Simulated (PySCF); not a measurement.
**Ways to converge the SCF of BrF3**

The same problem is solved with other solver options, one edit a run.

Program: PySCF 2.14.0. Level of theory: method and basis as typed in the scripts. These are calculated values, not measurements.

2 further runs of the same task are left out: 2 that didn't finish.

### Step 1. Starting geometry

BrF3: 4 atoms, charge 0, spin multiplicity 1.

Bond lengths: Br1–F2 1.722 Å, Br1–F3 1.809 Å, Br1–F4 1.809 Å. Angles: F2–Br1–F3 85.8°, F2–Br1–F4 85.8°, F3–Br1–F4 171.6°.

### Step 2. The base run

File input.py:

```python
from pyscf import gto, dft

mol = gto.M(
    atom='Br 0 0 -0.2775; F 0 0 1.4447; F 1.804 0 -0.1452; F -1.804 0 -0.1452',
    basis='jorge-dzp',
    charge=0,
    spin=0,
    verbose=4,
)
mf = dft.RKS(mol, xc='pw6b95')
mf.kernel()
mf.dip_moment()
print('orbital energies (hartree):', mf.mo_energy[..., max(0, mol.nelec[1]-3):mol.nelec[0]+3].round(4))
```

Command:

```
OMP_NUM_THREADS=1 python input.py
```

The log of this run is left out.

It gives: E(SCF) = -2874.874858 Eh, 11 cycles, μ = 1.91 D.

### Step 3. Convergence threshold 1e-07 hartree

Edit 1 changes convergence threshold: default → 1e-07 hartree.

File input.py:

```python
from pyscf import gto, dft

mol = gto.M(
    atom='Br 0 0 -0.2775; F 0 0 1.4447; F 1.804 0 -0.1452; F -1.804 0 -0.1452',
    basis='jorge-dzp',
    charge=0,
    spin=0,
    verbose=4,
)
mf = dft.RKS(mol, xc='pw6b95')
mf.conv_tol = 1e-07
mf.kernel()
mf.dip_moment()
print('orbital energies (hartree):', mf.mo_energy[..., max(0, mol.nelec[1]-3):mol.nelec[0]+3].round(4))
```

Command:

```
OMP_NUM_THREADS=1 python input.py
```

### Step 4. Point-group symmetry on

Edit 2 changes point-group symmetry: off → on.

input.py: that of step 2 with these lines changed.

```diff
@@ -7,2 +7,3 @@
     spin=0,
+    symmetry=True,
     verbose=4,
```

### Step 5. Damping 0.2

Edit 3 changes damping: none → 0.2.

input.py: that of step 2 with these lines changed.

```diff
@@ -10,2 +10,4 @@
 mf = dft.RKS(mol, xc='pw6b95')
+mf.damp = 0.2
+mf.diis_start_cycle = 8
 mf.kernel()
```

What does the calculation give? Wanted: for each run, E(SCF); from base; gap; SCF dipole.

As calculated:

```csv
run,E(SCF) (hartree),from base (eV),cycles,gap (eV),SCF dipole (D)
base,-2874.874858,0,11,5.76,1.91
convergence threshold 1e-07 hartree,-2874.874858,0.0000,9,5.76,1.91
point-group symmetry on,-2874.874858,0.0000,11,5.76,1.91
damping 0.2,-2874.874858,0.0000,18,5.76,1.91
```

Distance from each run's final energy (log10 hartree) by cycle:

```
                                run  cycle 1  cycle 2  cycle 3  cycle 5  cycle 8  cycle 12
                               base     -0.5     -0.1     -1.2     -3.2     -7.7      done
convergence threshold 1e-07 hartree     -0.5     -0.1     -1.2     -3.2     -7.8      done
            point-group symmetry on     -0.5     -0.1     -1.2     -3.2     -7.7      done
                        damping 0.2     -0.5     -0.5     -0.5     -0.4      0.3      -3.4
```

In words: The SCF energy stays the same, to the digits that matter, with convergence threshold 1e-07 hartree or point-group symmetry on or damping 0.2. The base needs 11 cycles and the run with damping 0.2 needs 18.
